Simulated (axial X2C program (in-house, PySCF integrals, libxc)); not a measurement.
# A two-component session on SeF: properties at the nuclei

Aim: properties at the nuclei of SeF, with spin–orbit coupling in the Hamiltonian from the start.

Computed with an in-house X2C program for linear molecules on PySCF integrals. Level: two-component X2C with atomic mean-field terms, Se dyall-acv3z, F dyall-av3z.

All values are calculated.

## Step 1: Input

File task.json:

```json
{
 "zs": [
  34,
  9
 ],
 "q": 0,
 "bas": [
  "dyall-acv3z",
  "dyall-av3z"
 ],
 "r0": 1.8,
 "levels": [
  "PBE0",
  "HF",
  "B3LYP"
 ],
 "nst": 1,
 "ff": 1,
 "thr": -3.5,
 "nmax": 130,
 "opt": {
  "ecut": 60
 }
}
```

Keys: zs atomic numbers; q charge; bas basis sets; r0 starting distance in Å; levels methods (HF also brings MP2); nst determinants followed; ff finite-field run; thr threshold in hartree for freezing inner shells (an s shell follows its p shell); nmax most natural virtual spinors; ecut virtual cutoff in hartree.

Command:

```bash
$ python soeom.py task.json out
```

After this run come: Expectation values, lowest determinant; Finite-field coupled cluster.

What does the calculation give? Wanted: lowest determinant; Eeff magnitude; Ws magnitude Se; A∥/gI Se; qzz Se (for each run or level that gives them).

As calculated:

| quantity | value |
| --- | --- |
| lowest determinant | Ω = 3/2 (excess of +ω over −ω: ω = 3/2) |
| Eeff magnitude (GV/cm), PBE0 | 0.335 |
| Ws magnitude Se (kHz), PBE0 | 0.102 |
| A∥/gI Se (MHz), PBE0 | 469 |
| qzz Se (a.u.), PBE0 | 8.40 |
| Eeff magnitude (GV/cm), CCSD(T) | 0.27 |
| Ws magnitude Se (kHz), CCSD(T) | 0.0837 |
| A∥/gI Se (MHz), CCSD(T) | 500 |
| qzz Se (a.u.), CCSD(T) | 8.19 |

What this shows: In the first state, the effective field runs from 0.26 to 0.995 GV/cm over the mean-field levels, so the levels don't agree on it. The expectation values come from single determinants, which for open shells can mix terms of unlike spin or miss the lowest Ω, so a determinant need not be a state. Eeff is the effective electric field on the electron dipole moment in this Ω state and Ws the scalar–pseudoscalar constant (defined with the proton number Z and per Ω); A∥ is the parallel hyperfine constant, which follows by multiplying with the nuclear g factor gI = μI/(I μN); qzz is the electric field gradient, eQq0 = 234.96 MHz × Q/barn × qzz; μ is positive if F is the positive end. The operators were transformed with the bare-nucleus X2C matrices. Correlation of the inner shells is missing, which matters for properties at the nucleus.
